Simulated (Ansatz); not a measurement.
# C2H6F2O2Sn: a ladder of functionals and wavefunction methods

Aim: compute C2H6F2O2Sn with functionals from several rungs and with coupled cluster, and see how far each lands from CCSD(T) at the basis-set limit for the atomisation energy.

Computed with Ansatz 0.2.0, Gaussian basis. Level: functionals in def2-TZVPP, the program's frozen cores in correlated methods.

Levels to be run: LDA (SPW92), PBE-D4, revPBE-D4, BLYP-D4, r2SCAN-D4, B97M-V, PBE0-D4, B3LYP-D4, r2SCANh-D4, r2SCAN0-D4, HSE06-D4, BHLYP-D4, CAM-B3LYP-D4, LC-ωPBE, ωB97X-V, ωB97M-V, B2PLYP, PBE-QIDH; CCSD(T)/def2-SVP; CCSD(T)/def2-TZVPP; MP2/def2-QZVPP; extrapolation to the limit; RPA on PBE.

1 further run of the same task is left out (for a known fault of the program).

### 1 The geometry

An earlier PBE0-D4 in a triple-zeta def2 set relaxation fixed the geometry. Sn takes the def2 core potential; no spin-orbit term is included.

SMILES `C[O][Sn]([F])([F])[O]C`, 13 atoms, charge 0, spin multiplicity 1.

Atoms are counted from 1 here; the program's logs count them from 0.

Bond lengths: C1–O2 1.419 Å, C1–H8 1.094 Å, C1–H9 1.095 Å, C1–H10 1.092 Å, O2–Sn3 1.927 Å, Sn3–F4 1.896 Å, Sn3–F5 1.896 Å, Sn3–O6 1.927 Å, O6–C7 1.419 Å, C7–H11 1.094 Å, C7–H12 1.092 Å, C7–H13 1.095 Å. Angles: O2–C1–H8 112.3°, O2–C1–H9 111.8°, O2–C1–H10 106.9°, H8–C1–H9 108.9°, H8–C1–H10 108.5°, H9–C1–H10 108.4°, C1–O2–Sn3 121.1°, O2–Sn3–F4 106.8°, O2–Sn3–F5 108.4°, O2–Sn3–O6 117.3°, F4–Sn3–F5 109.0°, F4–Sn3–O6 108.4°, F5–Sn3–O6 106.8°, Sn3–O6–C7 121.1°, O6–C7–H11 112.3°, O6–C7–H12 106.9°, O6–C7–H13 111.8°, H11–C7–H12 108.5° and more.

### 2 LDA

This LDA is Slater exchange with PW92 correlation.

The input, in.yaml:

```yaml
crystal:
  periodic: [false, false, false]
  atoms:
    - {symbol: C, position_ang: [-1.704670, 1.835624, -0.475602]}
    - {symbol: O, position_ang: [-0.316516, 1.578430, -0.328696]}
    - {symbol: Sn, position_ang: [0.322502, 0.242658, 0.904941]}
    - {symbol: F, position_ang: [2.103869, 0.717027, 1.349990]}
    - {symbol: F, position_ang: [-0.744955, 0.314325, 2.470749]}
    - {symbol: O, position_ang: [0.311807, -1.590034, 0.308616]}
    - {symbol: C, position_ang: [1.362414, -2.105075, -0.494913]}
    - {symbol: H, position_ang: [-2.189510, 2.053860, 0.480901]}
    - {symbol: H, position_ang: [-2.225454, 0.999181, -0.953974]}
    - {symbol: H, position_ang: [-1.798287, 2.712922, -1.118725]}
    - {symbol: H, position_ang: [2.346699, -1.941322, -0.045506]}
    - {symbol: H, position_ang: [1.196826, -3.180717, -0.582075]}
    - {symbol: H, position_ang: [1.355777, -1.671678, -1.500804]}
basis:
  gaussian: {orbitals: def2-TZVPP}
hamiltonian: {xc: lda}
output: {orbitals: {seedname: orbitals}}
```

Launch:

```console
ansatz run in.yaml --threads 2 --pin off --events-out ev --progress --plain --max-ram 20480MiB --backend cuda --devices 0, --max-vram 18GiB
```

The runs that follow: PBE-D4 (GGA); revPBE-D4 (GGA); BLYP-D4 (GGA); r2SCAN-D4 (meta-GGA); B97M-V (meta-GGA); PBE0-D4 (hybrid); B3LYP-D4 (hybrid); r2SCANh-D4 (hybrid); r2SCAN0-D4 (hybrid); HSE06-D4 (hybrid); BHLYP-D4 (hybrid); CAM-B3LYP-D4 (range-separated); LC-ωPBE (range-separated); ωB97X-V (range-separated); ωB97M-V (range-separated); B2PLYP (double hybrid); PBE-QIDH (double hybrid); CCSD(T) in def2-SVP; CCSD(T) in def2-TZVPP; MP2 in def2-QZVPP; RPA on PBE orbitals.

Before running them: what should the planned runs give, taken together? Wanted: atomisation energy, CCSD(T)/CBS; farthest beyond LDA; mean size of error, GGA; mean size of error, meta-GGA; mean size of error, hybrid; mean size of error, range-separated; mean size of error, double hybrid; gap, smallest and largest; T1 diagnostic.

The runs gave:

| quantity | value |
| --- | --- |
| atomisation energy, CCSD(T)/CBS | 1155.2 kcal/mol |
| functionals within 11.6 kcal/mol (1.0 %) | BLYP-D4, r2SCAN-D4, B97M-V, CAM-B3LYP-D4, LC-ωPBE, ωB97X-V, ωB97M-V |
| farthest beyond LDA | BHLYP-D4 (-65.0 kcal/mol) |
| mean size of error, GGA | 14.4 kcal/mol |
| mean size of error, meta-GGA | 6.8 kcal/mol |
| mean size of error, hybrid | 29.8 kcal/mol |
| mean size of error, range-separated | 8.3 kcal/mol |
| mean size of error, double hybrid | 25.1 kcal/mol |
| gap, smallest and largest | 3.42 eV (LDA (SPW92)), 11.49 eV (LC-ωPBE) |
| T1 diagnostic | 0.0146 |
| triples share of the correlation energy | 3.3 % |

The LDA atomisation energy is off by 179.5 kcal/mol (16 %): it overbinds. PBE-D4 is off by +17.8 kcal/mol. Double hybrids carry the basis error of their MP2 part in triple zeta, and no dispersion term here, so their miss is partly the set-up's. The rungs meta-GGA, range-separated miss on average by less than the doubt on the reference (11.6 kcal/mol), so they tie. The reference freezes the cores and leaves out spin-orbit coupling and excitations past (T), and its outer-core shells are covered unevenly, so misses under about 11.6 kcal/mol can't be ranked. All levels share the lack of spin-orbit coupling, which lowers the free heavy atoms and so the true binding. Hartree-Fock recovers 68 % of the binding; the rest is correlation. CCSD(T) in def2-SVP is off by -85.1 kcal/mol, which most functionals beat. Orbital gaps span 3.4 to 11.5 eV; exact exchange widens them. Correlated methods include outer-core shells of Sn, which these sets cover unevenly.
